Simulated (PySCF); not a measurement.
# BeSe: basis, grid and Hamiltonian

Which parts of the numerical set-up matter for BeSe? Each run edits the base script.

Program: PySCF 2.14.0. Level of theory: each script names its method and basis. These are calculated values, not measurements.

2 further runs of the same task are left out: 2 that didn't finish.

## Step 1: Starting geometry

BeSe: 2 atoms, charge 0, spin multiplicity 1.

Bond lengths: Be1–Se2 1.930 Å.

## Step 2: The base run

input.py reads:

```python
from pyscf import gto, scf
from pyscf.hessian import thermo

mol = gto.M(
    atom='Be 0 0 0; Se 0 0 1.93',
    basis='def2-svpd',
    charge=0,
    spin=0,
    verbose=4,
)
mf = scf.RHF(mol)
mf.kernel()
hess = mf.Hessian().kernel()
print('wavenumber (cm^-1) =', thermo.harmonic_analysis(mol, hess)['freq_wavenumber'].round(1))
mf.dip_moment()
print('orbital energies (hartree):', mf.mo_energy[..., max(0, mol.nelec[1]-3):mol.nelec[0]+3].round(4))
```

Launch:

```console
python input.py
```

The log of this run is left out.

In short: E(SCF) = -2414.130871 Eh, 10 cycles, μ = 6.35 D, wavenumbers 766 cm⁻¹.

The bond length is a typed value, not an optimised one, so the wavenumber is not that of the minimum.

## Step 3: Crenbl (core potential on)

Run 1 changes basis set: def2-svpd → crenbl; core potential: off → on. The core potential changes with it: totals don't compare.

input.py reads:

```python
from pyscf import gto, scf
from pyscf.hessian import thermo

mol = gto.M(
    atom='Be 0 0 0; Se 0 0 1.93',
    basis='crenbl',
    ecp={'Be': 'crenbl', 'Se': 'crenbl'},
    charge=0,
    spin=0,
    verbose=4,
)
mf = scf.RHF(mol)
mf.kernel()
hess = mf.Hessian().kernel()
print('wavenumber (cm^-1) =', thermo.harmonic_analysis(mol, hess)['freq_wavenumber'].round(1))
mf.dip_moment()
print('orbital energies (hartree):', mf.mo_energy[..., max(0, mol.nelec[1]-3):mol.nelec[0]+3].round(4))
```

Launch:

```console
python input.py
```

## Step 4: Cartesian functions on

Run 2 changes Cartesian functions: off → on.

input.py, as its differences from that of step 2:

```diff
@@ -8,2 +8,3 @@
     spin=0,
+    cart=True,
     verbose=4,
```

## Step 5: Jorge-dzp-dkh (X2C on)

Run 3 changes basis set: def2-svpd → jorge-dzp-dkh; spin-free X2C: off → on.

input.py, as its differences from that of step 2:

```diff
@@ -5,3 +5,3 @@
     atom='Be 0 0 0; Se 0 0 1.93',
-    basis='def2-svpd',
+    basis='jorge-dzp-dkh',
     charge=0,
@@ -11,2 +11,3 @@
 mf = scf.RHF(mol)
+mf = mf.sfx2c1e()
 mf.kernel()
```

**Question.** What will these runs give? Wanted: for each run, E(SCF); from base; gap; SCF dipole; after the SCF.

As calculated:

```
                       run  E(SCF) (hartree)  from base (eV)  cycles  gap (eV)  SCF dipole (D)  functions          after the SCF
                      base      -2414.130871               0      10      6.93            6.35         53  highest mode 766 cm⁻¹
crenbl (core potential on)       -132.383484  not comparable      12      7.03            6.21         48  highest mode 724 cm⁻¹
    Cartesian functions on      -2414.134704         -0.1043      10      6.91            6.35         57  highest mode 767 cm⁻¹
    jorge-dzp-dkh (X2C on)      -2442.566986  not comparable      10      7.03            5.82         58  highest mode 743 cm⁻¹
```

**Reading.** Total energies from different bases, Hamiltonians or methods carry different errors, so properties are taken as differences within one set-up.
